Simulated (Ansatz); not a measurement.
# CH4OSe: the cost of one run

Program: Ansatz 0.2.0, Gaussian basis. Level of theory: the settings change from run to run. These are calculated values, not measurements.

## 1. The geometry

The structure was relaxed beforehand with PBE0-D4 in a triple-zeta def2 set.

SMILES `OC[SeH]`, 7 atoms, charge 0, spin multiplicity 1.

Atoms are counted from 1 here; the program's logs count them from 0.

Bond lengths: O1–C2 1.389 Å, O1–H4 0.961 Å, C2–Se3 1.972 Å, C2–H5 1.093 Å, C2–H6 1.089 Å, Se3–H7 1.469 Å. Angles: C2–O1–H4 109.0°, O1–C2–Se3 115.0°, O1–C2–H5 113.4°, O1–C2–H6 107.2°, Se3–C2–H5 106.5°, Se3–C2–H6 105.2°, H5–C2–H6 109.1°, C2–Se3–H7 94.9°.

## 2. r2SCANh/cc-pVDZ

This run has charge +1, multiplicity 2, D4 dispersion, high accuracy.

in.yaml reads:

```yaml
crystal:
  periodic: [false, false, false]
  atoms:
    - {symbol: O, position_ang: [-1.222557, 0.229581, -0.674686]}
    - {symbol: C, position_ang: [-0.123128, 0.502090, 0.128998]}
    - {symbol: Se, position_ang: [1.561806, -0.345219, -0.446035]}
    - {symbol: H, position_ang: [-1.354044, -0.721915, -0.711934]}
    - {symbol: H, position_ang: [-0.269840, 0.220871, 1.174866]}
    - {symbol: H, position_ang: [0.060869, 1.573544, 0.070830]}
    - {symbol: H, position_ang: [1.408193, -1.527052, 0.412361]}
basis:
  gaussian: {orbitals: cc-pVDZ}
total_charge: 1
magnetization: {spin_polarized: true, initial_magnetization: 1}
hamiltonian: {xc: {name: r2SCANh}, dispersion: d4}
accuracy: high
output: {forces: true}
```

Started as:

```sh
$ ansatz run in.yaml --threads 2 --pin off --events-out ev --progress --plain --max-ram 4352MiB
```

What time and memory should one allow on 2 threads of Arm Neoverse V2, shared host?

About 15 s, with a peak of 0.47 GiB.
